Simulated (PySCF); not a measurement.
# C₃H₅FOSi: electronic excitations and core binding energies

Aim: predict the electronic excitations and core binding energies of C₃H₅FOSi (`O=C([SiH3])/C=C\F`).

The runs use PySCF 2.14.0, with density-fitted response routines of our own; the level of theory stands in each step. All values are computed, except where a source is named. Atoms are numbered from 0 throughout.

## (1) Starting geometry

11 atoms, charge 0, multiplicity 1; geometry from: GFN2-xTB.

Bonds of the start (Å): O0–C1 1.22, C1–Si2 1.93, C1–C3 1.48, C3–C4 1.33, C4–F5 1.34, Si2–H6 1.46, Si2–H7 1.46, Si2–H8 1.46, C3–H9 1.08, C4–H10 1.08.

## (2) TDDFT and polarisability: PBE0/def2-SVPD

The job: settings as JSON, then the geometry in Å.

```
{"job": {"kind": "uv", "xc": "PBE0", "basis": "def2-SVPD", "nstates": 8, "ntriplets": 3}, "charge": 0, "multiplicity": 1}
O     -0.723214     2.128642    -0.191955
C     -0.327875     0.982531    -0.091487
Si    -1.561547    -0.398590     0.438206
C      1.091670     0.686669    -0.378636
C      1.661677    -0.507811    -0.312878
F      0.997484    -1.615768     0.031084
H     -1.629490    -1.378193    -0.643893
H     -2.838088     0.280274     0.630608
H     -1.071002    -0.988472     1.681915
H      1.703666     1.531314    -0.664614
H      2.702143    -0.717926    -0.524312
```

Level: TDDFT PBE0/def2-SVPD, vertical, gas phase, core orbitals frozen in the response.

Launch:

```
> OMP_NUM_THREADS=1 python probes_run.py task.json out
```

The driver reads the jobs from task.json and runs them one after another.

The runs that follow: X-ray photoelectron lines: SCAN, X2C.

**Question.** After this job, these run on its result: delta-SCF UKS SCAN, pcX-2 on the ionised atom, pcseg-1 elsewhere, spin-free X2C. Predict these results of the whole session: lowest singlet (PBE0/def2-SVPD); brightest single state of those computed; lowest triplet; C1s binding energies, SCAN/pcX-2 (standing for 2 of 3 atoms); O1s binding energies, SCAN/pcX-2; Si1s binding energies, SCAN/pcX-2; Si2p binding energies, SCAN/pcX-2; F1s binding energies, SCAN/pcX-2.

As calculated:

```
                                                    quantity                        value
                             lowest singlet (PBE0/def2-SVPD)  3.02 eV (411 nm), f = 0.001
                    brightest single state of those computed  state 2, 5.86 eV, f = 0.249
                                              lowest triplet                      2.41 eV
C1s binding energies, SCAN/pcX-2 (standing for 2 of 3 atoms)      C1 292.90, C3 291.14 eV
                            O1s binding energies, SCAN/pcX-2                 O0 537.41 eV
                           Si1s binding energies, SCAN/pcX-2               Si2 1846.48 eV
                           Si2p binding energies, SCAN/pcX-2                Si2 107.03 eV
                            F1s binding energies, SCAN/pcX-2                 F5 693.84 eV
```

**Reading.** The first singlet state (HOMO→LUMO 0.98) lies at 3.02 eV and is weak; of the 8 states computed, the strongest absorption comes from state 2 at 5.86 eV (the last state computed is bright too, and its partners may lie past the list). The lowest triplet lies 0.61 eV below the lowest singlet (triplets in Tamm-Dancoff, singlets in full TDDFT). The C1s levels kept as sound span 1.75 eV, from C3 (α carbon of a C=C–C=O unit) up to C1 (carbonyl carbon). Only 2 of the 3 C atoms are covered by sound results.
